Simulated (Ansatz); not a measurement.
# Al: the cost of one run

Program: Ansatz 0.2.0 through its Python package. The levels of theory stand in the script. These are calculated values, not measurements.

## 1. The system

It takes space group P6_3/mmc (No. 194, hexagonal). The conventional cell has a = 2.827 Å, b = 2.827 Å, c = 9.186 Å, α = 90.00°, β = 90.00°, γ = 120.00°. Al (site symmetry -3m) has 12 Al at 2.82 to 2.83 Å as nearest neighbours. Al (site symmetry -6m2) has 12 Al at 2.82 to 2.83 Å as nearest neighbours.

No structure file is read: the coordinates are typed or built in the script.

## 2. Script

Input file xc_al.py:

```python
"""Functional comparison for Al (totals differ with the potentials too)."""

from dataclasses import dataclass
import warnings

import ansatz as az
import numpy as np


@dataclass
class RunConfig:
    width_ev: float = 0.15
    k_spacing: float = 0.26


cfg = RunConfig()


def main() -> None:
    warnings.simplefilter("ignore", az.DeckWarning)

    vectors = np.array([
        [2.82707702, 0.0, 0.0],
        [-1.41353851, 2.44832052, 0.0],
        [0.0, 0.0, 9.18599307],
    ])
    cell = (
        az.Lattice.of(vectors)
        .atom("Al", (0.0, 0.0, 0.0))
        .atom("Al", (1 / 3, 2 / 3, 0.25))
        .atom("Al", (0.0, 0.0, 0.5))
        .atom("Al", (2 / 3, 1 / 3, 0.75))
    )

    calculation = (
        cell.calculation()
        .occupations(az.OccupationsMethod.FERMI_DIRAC, width=cfg.width_ev)
        .pseudopotentials("paw")
        .kpoints(spacing=cfg.k_spacing)
        .stress()
    )

    rows = []
    for value in ["lda", "blyp", "pbesol"]:
        r = calculation.functional(value).run().report
        rows.append((value, r["free_energy_ev"] / len(r["lattice"]["sites"]), r["n_iterations"], sum(r["stress_gpa"][i][i] for i in range(3)) / 3, r["n_kpoints"]))

    print("  functional   F/atom (eV)    iterations       P (GPa)      k-points")
    for row in rows:
        print(f"{str(row[0]):>12s}  {row[1]:12.5f}  {row[2]:12d}  {row[3]:12.3f}  {row[4]:12d}")


if __name__ == "__main__":
    main()
```

## 3. The input behind the calls

The engine receives this input (first run):

```yaml
crystal:
  lattice:
    - [2.82707702, 0.0, 0.0]
    - [-1.41353851, 2.44832052, 0.0]
    - [0.0, 0.0, 9.18599307]
  atoms:
    - { symbol: Al, position: [0.0, 0.0, 0.0] }
    - { symbol: Al, position: [0.3333333333333333, 0.6666666666666666, 0.25] }
    - { symbol: Al, position: [0.0, 0.0, 0.5] }
    - { symbol: Al, position: [0.6666666666666666, 0.3333333333333333, 0.75] }
kpoints:
  mp_grid:
    kspacing: 0.26
hamiltonian:
  xc: lda
  pseudopotentials:
    kind: paw
scf:
  occupations:
    method: fermi_dirac
    width: 0.15
output:
  stress: true
```

## 4. Running it

Run with:

```
> python xc_al.py
```

**Question.** How long does this script take on 1 thread of Arm Neoverse V2, shared host, and how much memory does it need?

About 5.4 s, with a peak of 0.37 GiB.
